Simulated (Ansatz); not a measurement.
**Rb2BrCl: the band gap up the ladder of functionals**

The task here is to estimate one member of a computed series from the others.

The runs shown are made with Ansatz 0.2.0. PAW datasets, plane waves. Simulation only: spin-unpolarised, and no claim that this is the phase found in nature.

### Starting point

The cell was relaxed beforehand with r2SCAN.

The symmetry is R-3m (No. 166, trigonal); conventional cell a = 4.781 Å, c = 23.462 Å, 38.70 Å³ an atom. Cl has 6 Rb at 3.33 Å; Br has 6 Rb at 3.44 Å; Rb has 3 Cl at 3.33 Å and 3 Br at 3.44 Å.

Coordinates:

Space group R-3m:H (No. 166). a = 4.781 Å, b = 4.781 Å, c = 23.462 Å, α = 90.00°, β = 90.00°, γ = 120.00°
| atom | site | symmetry | x | y | z |
| --- | --- | --- | --- | --- | --- |
| Cl | 3a | -3m | 0.0000 | 0.0000 | 0.0000 |
| Br | 3b | -3m | 0.6667 | 0.3333 | 0.8333 |
| Rb | 6c | 3m | 0.3333 | 0.6667 | 0.9207 |

Set-up of the first run:

The input, input.yaml:

```yaml
crystal:
  lattice:
    - [2.3904422861, 1.3801224974, 7.8205419612]
    - [-2.3904422861, 1.3801224974, 7.8205419612]
    - [0.0, -2.7602449947, 7.8205419612]
  atoms:
    - { symbol: Cl, position: [1.0, 0.0, 0.0] }
    - { symbol: Br, position: [0.5, 0.5, 0.5] }
    - { symbol: Rb, position: [0.2539867118, 0.2539867118, 0.2539867118] }
    - { symbol: Rb, position: [0.7460132882, 0.7460132882, 0.7460132882] }
kpoints:
  mp_grid: { grid: [6, 6, 6] }
  band_path:
    path:
      - [[0.0, 0.0, 0.0], [0.5, 0.5, 0.5], [0.812571279609, 0.187428720391, 0.5]]
      - [[0.5, -0.187428720391, 0.187428720391], [0.5, 0.0, 0.0], [0.0, 0.0, 0.0], [0.343714360196, -0.343714360196, 0.0]]
      - [[0.656285639804, 0.0, 0.343714360196], [0.5, 0.0, 0.5], [0.0, 0.0, 0.0]]
    npoints: 10
hamiltonian:
  xc: pbe
scf:
  occupations: { method: fermi_dirac, width: 0.02 }
  n_extra_bands: 5
output:
  forces: true
  stress: true
  eigenvalues: true
```

Steps of the session up to this table: PBE bands along the symmetry lines; r2SCAN; Single point with HSE06; PBE+SOC; G0W0 on PBE; PBE0 at the same geometry.

One table of the session follows, with a row left open; its other results are not shown here.

| level | gap (eV) |
| --- | --- |
| PBE | 4.44 |
| r2SCAN | 5.03 |
| HSE06 | 5.61 |
| PBE+SOC | 4.30 |
| G0W0@PBE (462 empty bands) | ? |
| PBE0 | 6.34 |

Estimate the missing values for G0W0@PBE (462 empty bands).

**Answer.** gap (eV): 6.97. In the column «gap (eV)» it is the highest.

Meshes: PBE 6×6×6, r2SCAN 6×6×6, HSE06 4×4×4, PBE+SOC 6×6×6, PBE0 4×4×4

PBE+SOC gives the least gap, 4.30 eV, and G0W0@PBE (462 empty bands) the largest, 6.97 eV. Against G0W0@PBE, PBE is short by 2.53 eV, at 64 % of it, and r2SCAN 72 %. PBE0 lies 0.73 eV above HSE06, which differs from it by screening the long-range exchange. No extrapolation in bands, cutoff or mesh was made for G0W0.

To keep in mind: Warnings in the runs' records: stress exchange threshold loose, stress scf threshold loose.
